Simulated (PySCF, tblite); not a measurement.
# C₆H₇N₃O: geometry, infrared bands and NMR shifts

Aim: predict the infrared bands and NMR shifts of C₆H₇N₃O (`C=Cc1cnnc(OC)n1`).

Programs: tblite 0.8.0 and PySCF 2.14.0, with density-fitted response routines of our own. Each step states its level of theory. These are calculated values for one molecule in the gas phase, unless marked as measured. Atoms are numbered from 0 throughout.

## (1) The starting structure

17 atoms, charge 0, multiplicity 1; geometry from: force field or distance geometry start.

Bonds of the start (Å): C0–C1 1.33, C1–C2 1.49, C2–C3 1.37, C3–N4 1.35, N4–N5 1.35, N5–C6 1.36, C6–O7 1.38, O7–C8 1.41, C6–N9 1.34, N9–C2 1.34, C0–H10 1.08, C0–H11 1.10, C1–H12 1.09, C3–H13 1.08, C8–H14 1.09, C8–H15 1.11, C8–H16 1.10.

## (2) Optimising the geometry with GFN2-xTB

What the job is given:

```
{"job": {"kind": "relax", "xc": "GFN2-xTB", "basis": "xTB"}, "charge": 0, "multiplicity": 1}
C     -2.067700     1.612700    -0.176700
C     -2.160800     0.335600     0.189200
C     -0.986000    -0.553000     0.404400
C     -1.168300    -1.856400     0.780100
N     -0.112700    -2.677300     0.983000
N      1.122700    -2.165700     0.769500
C      1.256500    -0.871500     0.389700
O      2.559700    -0.439400     0.214800
C      2.640700     0.914400    -0.185500
N      0.227300    -0.028400     0.199200
H     -1.126100     2.101500    -0.361400
H     -2.976800     2.209200    -0.306200
H     -3.141000    -0.104900     0.379600
H     -2.134200    -2.309100     0.958200
H      3.691300     1.175600    -0.304400
H      2.221400     1.583700     0.593100
H      2.147000     1.084800    -1.149700
```

Launch:

```sh
> OMP_NUM_THREADS=1 python probes_run.py task.json out
```

The driver reads the jobs from task.json and runs them one after another.

**Question.** This job is followed by: GFN2-xTB harmonic vibrations, gas phase; GIAO PBE0/pcSseg-1 NMR shielding, non-relativistic, gas phase. Predict these results of the whole session: strongest single infrared mode (GFN2-xTB); zero-point energy (GFN2-xTB); 13C shifts against TMS (PBE0/pcSseg-1); 1H shifts against TMS (PBE0/pcSseg-1, means over atoms taken as alike); 15N shifts against NH3 (PBE0/pcSseg-1); 17O shifts against H2O (PBE0/pcSseg-1).

The runs gave:

| quantity | value |
| --- | --- |
| strongest single infrared mode (GFN2-xTB) | 1491 cm⁻¹, 308 km/mol |
| zero-point energy (GFN2-xTB) | 78.4 kcal/mol |
| 13C shifts against TMS (PBE0/pcSseg-1) | 171.4, 155.2, 147.6, 139.7, 136.5, 56.5 ppm |
| 1H shifts against TMS (PBE0/pcSseg-1, means over atoms taken as alike) | 9.08, 7.79, 6.81, 6.32, 4.24 ppm |
| 15N shifts against NH3 (PBE0/pcSseg-1) | 513.5, 418.3, 257.8 ppm |
| 17O shifts against H2O (PBE0/pcSseg-1) | 138.3 ppm |

In words: The optimisation took 24 steps and gained 0.320 eV; among the close pairs (by a distance rule), C6–O7 changed most, from 1.384 to 1.323 Å. All 45 modes are real, so the xTB geometry is a minimum. The strongest single mode, at 1491 cm⁻¹, is carried by N9, C2, N4, C3. Unscaled tight-binding wavenumbers are off by several per cent, some by more. Its intensities can rank the bands wrongly. At PBE0/pcSseg-1: Shielding is most anisotropic at N4 (span 993 ppm, paramagnetic term -565 ppm). NICS(1)zz of -22 ppm above the planar ring from C2 marks a diatropic (aromatic) ring current.
